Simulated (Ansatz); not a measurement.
Geometry optimisation, DFT PBEsol, scalar-relativistic, plane waves, PAW (Ansatz).

input.yaml

```yaml
crystal:
  lattice:
    - [0.0, 5.43, 5.43]
    - [5.43, 0.0, 5.43]
    - [5.43, 5.43, 0.0]
  atoms:
    - { symbol: Si, position: [0.0, 0.0, 0.0] }
    - { symbol: Si, position: [0.125, 0.125, 0.125] }
    - { symbol: Si, position: [0.0, 0.0, 0.5] }
    - { symbol: Si, position: [0.125, 0.125, 0.625] }
    - { symbol: Si, position: [0.0, 0.5, 0.0] }
    - { symbol: Si, position: [0.125, 0.625, 0.125] }
    - { symbol: Si, position: [0.0, 0.5, 0.5] }
    - { symbol: Si, position: [0.125, 0.625, 0.625] }
    - { symbol: Si, position: [0.5, 0.0, 0.0] }
    - { symbol: Si, position: [0.625, 0.125, 0.125] }
    - { symbol: Si, position: [0.5, 0.0, 0.5] }
    - { symbol: Si, position: [0.625, 0.125, 0.625] }
    - { symbol: Si, position: [0.5, 0.5, 0.0] }
    - { symbol: Si, position: [0.625, 0.625, 0.125] }
    - { symbol: Si, position: [0.5, 0.5, 0.5] }
    - { symbol: Si, position: [0.625, 0.625, 0.625] }
    - { symbol: Ge, position: [0.37197353, 0.87063449, 0.37735114] }
basis:
  ecutwfc: 420.0
kpoints:
  mp_grid: { grid: [2, 2, 2] }
hamiltonian:
  xc: pbesol
  pseudopotentials: { kind: paw, azcp: { folder: soft_1 } }
scf:
  occupations: { method: fermi_dirac, width: 0.02 }
  lower_state_search: "off"
relax:
  f_tol: 0.03
  max_steps: 60
  adjacent_minimum: "off"
output:
  write_density: true
  write_potential: true
  elf: true
  volumetric_format: npy
```

Command:

```bash
$ ansatz run input.yaml --threads 1 --pin off --max-ram 3072MiB --backend cpu --events-out ev --progress --plain --runs-dir out
```

Q: Where does it end, and by what steps?

A: It converged. Limits of this set-up: PAW files made for another functional, a small cell, in which the defect meets its images. After 3 steps the energy has fallen by 0.320 eV; Si15 moved furthest, 0.07 Å.

```json
{"step": "0", "energy less start (eV)": "0.0000", "largest force component (eV/Å)": "0.993", "accepted": "yes"}
{"step": "1", "energy less start (eV)": "-0.2832", "largest force component (eV/Å)": "0.344", "accepted": "yes"}
{"step": "2", "energy less start (eV)": "-0.3193", "largest force component (eV/Å)": "0.050", "accepted": "yes"}
{"step": "3", "energy less start (eV)": "-0.3197", "largest force component (eV/Å)": "0.023", "accepted": "yes"}
```

```xyz
17
Lattice="0.0000 5.4300 5.4300 5.4300 0.0000 5.4300 5.4300 5.4300 0.0000" Properties=species:S:1:pos:R:3
Si -0.008 0.008 -0.009
Si 1.357 1.309 1.356
Si 2.758 2.672 -0.042
Si 4.120 4.072 1.356
Si 2.724 0.009 2.722
Si 4.072 1.357 4.072
Si 5.421 2.706 2.722
Si 6.787 4.072 4.022
Si -0.040 2.675 2.754
Si 1.357 4.072 4.118
Si 2.754 5.469 2.753
Si 4.071 6.787 4.066
Si 2.722 2.707 5.420
Si 4.024 4.073 6.786
Si 5.387 5.473 5.387
Si 6.787 6.835 6.786
Ge 6.785 4.072 6.778
```

Whether the end is a true minimum wasn't checked by a vibrational analysis.

The run took 33 s on 1 thread of Arm Neoverse V1 (shared host), peak memory 0.55 GiB.
